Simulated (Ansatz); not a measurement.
# CH₄Cl₂GeO₂: up Jacob's ladder to CCSD(T)

One table from this session's results is given with a row withheld; the runs are named, their logs left out.

Program: Ansatz 0.2.0, Gaussian basis. Level of theory: functionals in def2-TZVPP, the program's frozen cores in correlated methods. These are calculated values, not measurements.

Plan: PBE-D4, r2SCAN-D4, PBE0-D4, B3LYP-D4, ωB97X-V, ωB97M-V, B2PLYP; CCSD(T)/def2-TZVPP; MP2/def2-QZVPP; extrapolation to the limit.

### Structure used throughout

All runs share one geometry, relaxed beforehand with PBE0-D4 in a triple-zeta def2 set.

10 atoms, charge 0, spin multiplicity 1.

Atoms are counted from 1 here; the program's logs count them from 0.

Bond lengths: C1–O2 1.418 Å, C1–H7 1.091 Å, C1–H8 1.094 Å, C1–H9 1.094 Å, O2–Ge3 1.748 Å, Ge3–O4 1.744 Å, Ge3–Cl5 2.126 Å, Ge3–Cl6 2.126 Å, O4–H10 0.963 Å. Angles: O2–C1–H7 107.2°, O2–C1–H8 111.5°, O2–C1–H9 111.5°, H7–C1–H8 108.8°, H7–C1–H9 108.8°, H8–C1–H9 109.1°, C1–O2–Ge3 121.1°, O2–Ge3–O4 106.4°, O2–Ge3–Cl5 111.0°, O2–Ge3–Cl6 111.1°, O4–Ge3–Cl5 110.6°, O4–Ge3–Cl6 110.4°, Cl5–Ge3–Cl6 107.5°, Ge3–O4–H10 110.7°.

Set-up of the first run:

File in.yaml:

```yaml
crystal:
  periodic: [false, false, false]
  atoms:
    - {symbol: C, position_ang: [1.022374, -1.290962, -0.049282]}
    - {symbol: O, position_ang: [0.420596, -0.158462, -0.653131]}
    - {symbol: Ge, position_ang: [-0.738013, 0.819348, 0.216471]}
    - {symbol: O, position_ang: [-1.222642, 2.093555, -0.871516]}
    - {symbol: Cl, position_ang: [0.124499, 1.631576, 1.982146]}
    - {symbol: Cl, position_ang: [-2.424171, -0.334605, 0.803205]}
    - {symbol: H, position_ang: [1.693433, -1.730946, -0.787835]}
    - {symbol: H, position_ang: [1.605040, -1.011603, 0.834040]}
    - {symbol: H, position_ang: [0.274851, -2.037712, 0.236162]}
    - {symbol: H, position_ang: [-0.755967, 2.019801, -1.710271]}
basis:
  gaussian: {orbitals: def2-TZVPP}
hamiltonian: {xc: pbe, dispersion: d4}
output: {forces: true, orbitals: {seedname: orbitals}}
```

Run with:

```sh
$ ansatz run in.yaml --threads 2 --pin off --events-out ev --progress --plain --max-ram 32768MiB --backend cuda --devices 0, --max-vram 18GiB
```

Steps of the session up to this table: PBE-D4 (GGA); r2SCAN-D4 (meta-GGA); PBE0-D4 (hybrid); B3LYP-D4 (hybrid); ωB97X-V (range-separated); ωB97M-V (range-separated); B2PLYP (double hybrid); CCSD(T) in def2-TZVPP; MP2 in def2-QZVPP.

One table of the session follows, with a row left open; its other results are not shown here.

```
            method  atomisation energy (kJ/mol)
            PBE-D4                       3639.1
         r2SCAN-D4                       3586.0
           PBE0-D4                       3553.1
          B3LYP-D4                            ?
           ωB97X-V                       3581.4
           ωB97M-V                       3569.0
            B2PLYP                       3510.2
     HF/def2-TZVPP                       2484.4
    MP2/def2-TZVPP                       3596.2
   CCSD/def2-TZVPP                       3413.8
CCSD(T)/def2-TZVPP                       3484.8
           MP2/CBS                       3693.2
       CCSD(T)/CBS                       3581.8
```

**Question.** Estimate the row for B3LYP-D4.

The run gave: atomisation energy (kJ/mol): 3525.4. In the column «atomisation energy (kJ/mol)» it lies between B2PLYP (3510.2) and PBE0-D4 (3553.1).

Limits of these values: Free atoms (1 C, 2 O, 1 Ge, 2 Cl, 4 H) were run apart at each level; the atomisation energy is their sum less the molecule, without zero-point or spin-orbit terms.
